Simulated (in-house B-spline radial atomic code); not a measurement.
# Tb²⁰⁺: excited configurations in jj coupling

Wanted: excitation energies of Tb²⁰⁺ as differences of total energies (ΔSCF).

Program: in-house B-spline radial atomic code version 1. Level of theory: Dirac-Hartree-Fock, average of configuration, Fermi nucleus, basis-set limit. These are calculated values, not measurements, unless marked.

### Step 1. The atom as given

```
element       : terbium (Z = 65)
charge        : +20
electrons     : 45
configuration : 1s2 2s2 2p6 3s2 3p6 3d10 4s2 4p6 4d-4 4d+5
Hamiltonian   : Dirac-Coulomb
nucleus       : Fermi, rms radius 5.060 fm
```

In configurations, a minus sign after the shell means j = l − 1/2 and a plus sign j = l + 1/2; the count of electrons follows.

Settings, as recorded:

```ini
Z = 65
electrons = 45.0
configuration = 1s2 2s2 2p6 3s2 3p6 3d10 4s2 4p6 4d-4 4d+5
hamiltonian = dirac
method = hf
spin_polarised = False
nucleus = fermi
rms_radius = 5.06
mass_number = 159
atomic_mass = 158.925353707
speed_of_light = 137.035999084
```

From the earlier run of the reference: total energy -11565.173440 hartree. Levels, eight at most:

```tsv
orbital	occupation	energy (eV)	<r> (bohr)
3p3/2	4	-2185.89	0.2404
3d3/2	4	-1848.48	0.2129
3d5/2	6	-1813.68	0.2172
4s1/2	2	-922.20	0.5193
4p1/2	2	-840.93	0.5249
4p3/2	4	-798.66	0.5474
4d3/2	4	-662.19	0.5572
4d5/2	5	-654.00	0.5641
```

### Step 2. 1s2 2s2 2p6 3s2 3p6 3d-3 3d+6 4s2 4p6 4d-4 4d+5 5f-1

Settings, as recorded:

```ini
Z = 65
electrons = 45.0
configuration = 1s2 2s2 2p6 3s2 3p6 3d-3 3d+6 4s2 4p6 4d-4 4d+5 5f-1
hamiltonian = dirac
method = hf
spin_polarised = False
nucleus = fermi
rms_radius = 5.06
mass_number = 159
atomic_mass = 158.925353707
speed_of_light = 137.035999084
```

### Step 3. 1s2 2s2 2p6 3s2 3p6 3d-3 3d+6 4s2 4p6 4d10

The settings differ from step 2 so:

```diff
@@ -2,3 +2,3 @@
 electrons = 45.0
-configuration = 1s2 2s2 2p6 3s2 3p6 3d-3 3d+6 4s2 4p6 4d-4 4d+5 5f-1
+configuration = 1s2 2s2 2p6 3s2 3p6 3d-3 3d+6 4s2 4p6 4d10
 hamiltonian = dirac
```

### Step 4. Run with 1s2 2s2 2p6 3s2 3p6 3d10 4s2 4p-1 4p+4 4d-3 4d+6 8s1

The settings differ from step 3 so:

```diff
@@ -2,3 +2,3 @@
 electrons = 45.0
-configuration = 1s2 2s2 2p6 3s2 3p6 3d-3 3d+6 4s2 4p6 4d10
+configuration = 1s2 2s2 2p6 3s2 3p6 3d10 4s2 4p-1 4p+4 4d-3 4d+6 8s1
 hamiltonian = dirac
```

### Step 5. Run with 1s2 2s2 2p6 3s2 3p6 3d10 4s2 4p6 4d-4 4d+4 5p-1

The settings differ from step 4 so:

```diff
@@ -2,3 +2,3 @@
 electrons = 45.0
-configuration = 1s2 2s2 2p6 3s2 3p6 3d10 4s2 4p-1 4p+4 4d-3 4d+6 8s1
+configuration = 1s2 2s2 2p6 3s2 3p6 3d10 4s2 4p6 4d-4 4d+4 5p-1
 hamiltonian = dirac
```

### Step 6. Run with 1s2 2s2 2p6 3s2 3p6 3d10 4s2 4p-2 4p+3 4d-3 4d+6 6p-1

The settings differ from step 5 so:

```diff
@@ -2,3 +2,3 @@
 electrons = 45.0
-configuration = 1s2 2s2 2p6 3s2 3p6 3d10 4s2 4p6 4d-4 4d+4 5p-1
+configuration = 1s2 2s2 2p6 3s2 3p6 3d10 4s2 4p-2 4p+3 4d-3 4d+6 6p-1
 hamiltonian = dirac
```

### Step 7. Run with 1s2 2s2 2p6 3s2 3p6 3d10 4s2 4p6 4d-3 4d+6

The settings differ from step 6 so:

```diff
@@ -2,3 +2,3 @@
 electrons = 45.0
-configuration = 1s2 2s2 2p6 3s2 3p6 3d10 4s2 4p-2 4p+3 4d-3 4d+6 6p-1
+configuration = 1s2 2s2 2p6 3s2 3p6 3d10 4s2 4p6 4d-3 4d+6
 hamiltonian = dirac
```

Before running: How far above the reference does each configuration lie (order and size, in eV)?

As calculated:

| net move | configuration | energy above the reference (eV) | with Breit, QED, recoil (eV) | largest <r> (bohr) |
| --- | --- | --- | --- | --- |
| 4d3/2 → 4d5/2 | 1s2 2s2 2p6 3s2 3p6 3d10 4s2 4p6 4d-3 4d+6 | 7.641 | 7.489 | 0.564 |
| 4d5/2 → 5p1/2 | 1s2 2s2 2p6 3s2 3p6 3d10 4s2 4p6 4d-4 4d+4 5p-1 | 237.97 | 238.19 | 1.01 |
| 4d3/2, 4p3/2 → 4d5/2, 6p1/2 | 1s2 2s2 2p6 3s2 3p6 3d10 4s2 4p-2 4p+3 4d-3 4d+6 6p-1 | 549.99 | 549.34 | 1.65 |
| 4d3/2, 4p1/2 → 4d5/2, 8s | 1s2 2s2 2p6 3s2 3p6 3d10 4s2 4p-1 4p+4 4d-3 4d+6 8s1 | 710.16 | 708.97 | 3.23 |
| 3d3/2 → 4d5/2 | 1s2 2s2 2p6 3s2 3p6 3d-3 3d+6 4s2 4p6 4d10 | 1174.88 | 1173.33 | 0.557 |
| 3d3/2 → 5f5/2 | 1s2 2s2 2p6 3s2 3p6 3d-3 3d+6 4s2 4p6 4d-4 4d+5 5f-1 | 1545.58 | 1543.85 | 1.19 |

**Reading.** The lowest of them is 4d3/2 → 4d5/2 at 7.641 eV and the highest 3d3/2 → 5f5/2 at 1545.58 eV. 3 of them lie more than 2 % above the ionisation threshold that Koopmans' theorem gives (654.00 eV), where such states can decay by emitting an electron. These are averages over configurations, without correlation, not spectroscopic levels.
